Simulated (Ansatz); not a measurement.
# WC: a single-point run

Aim: a sound single-point run of WC. The structure is shown as the input types it.

Computed with Ansatz 0.2.0 (DFT, PBEsol, all-electron PAW with datasets made for the crystal, scalar-relativistic (as first typed), unless a step's input says otherwise).

3 further runs of the same task are left out: 3 that didn't finish.

### 1 The system as given

The structure is triclinic, space group P1 (No. 1). The conventional cell has a = 2.829 Å, b = 2.888 Å, c = 2.901 Å, α = 119.57°, β = 90.57°, γ = 90.21°. W (site symmetry 1) has 6 C at 2.18 to 2.21 Å as nearest neighbours. C (site symmetry 1) is surrounded by 6 W at 2.18 to 2.21 Å.

Cell or atoms stand a little off a more symmetric structure (P-6m2 at a tolerance of 0.3 Å), so results at this geometry aren't those of that ideal crystal.

Coordinates:

```cif
data_structure
_symmetry_space_group_name_H-M 'P 1'
_symmetry_Int_Tables_number 1
_cell_length_a 2.9006
_cell_length_b 2.8880
_cell_length_c 2.8291
_cell_angle_alpha 89.789
_cell_angle_beta 89.426
_cell_angle_gamma 119.569
_cell_volume 20.61
loop_
_atom_site_label
_atom_site_type_symbol
_atom_site_fract_x
_atom_site_fract_y
_atom_site_fract_z
_atom_site_occupancy
W1 W 0.00000 0.00000 0.00000 1
C1 C 0.66667 0.33333 0.50000 1
```

### 2 Input and run

Input file input.yaml:

```yaml
crystal:
  lattice:
    - [2.900501436, 0.0145025072, 0.0145025072]
    - [-1.4376911784, 2.5046566737, 0.0053082861]
    - [0.014145, 0.014145, 2.829]
  atoms:
    - { symbol: W, position: [0.0, 0.0, 0.0] }
    - { symbol: C, position: [0.6666666667, 0.3333333333, 0.5] }
kpoints:
  mp_grid: { grid: [14, 14, 13] }
scf:
  occupations: { method: fermi_dirac, width: 0.05 }
hamiltonian:
  xc: pbesol
  pseudopotentials: { kind: all_electron, datasets: crystal }
output:
  forces: true
  stress: true
  eigenvalues: true
  efg: { contact_densities: true }
```

Run with:

```bash
$ ansatz run input.yaml --threads 1 --pin off --max-ram 3072MiB --backend cpu --events-out ev --progress --plain --runs-dir out
```

What happens when this is run?

Nothing was computed: the input was turned down at the start. Its message: «memory limit exceeded: the `scf loop` phase needs 5.22 GiB against the run's memory maximum of 3.00 GiB; largest carriers: site augmentations 4.51 GiB, ion tables 0.29 GiB, unmodelled-tail allowance 0.28 GiB ...»

The run needs more memory than it was given. It asks for 5.22 GiB, and 3.00 GiB are there.

Remedy: raise the memory limit.
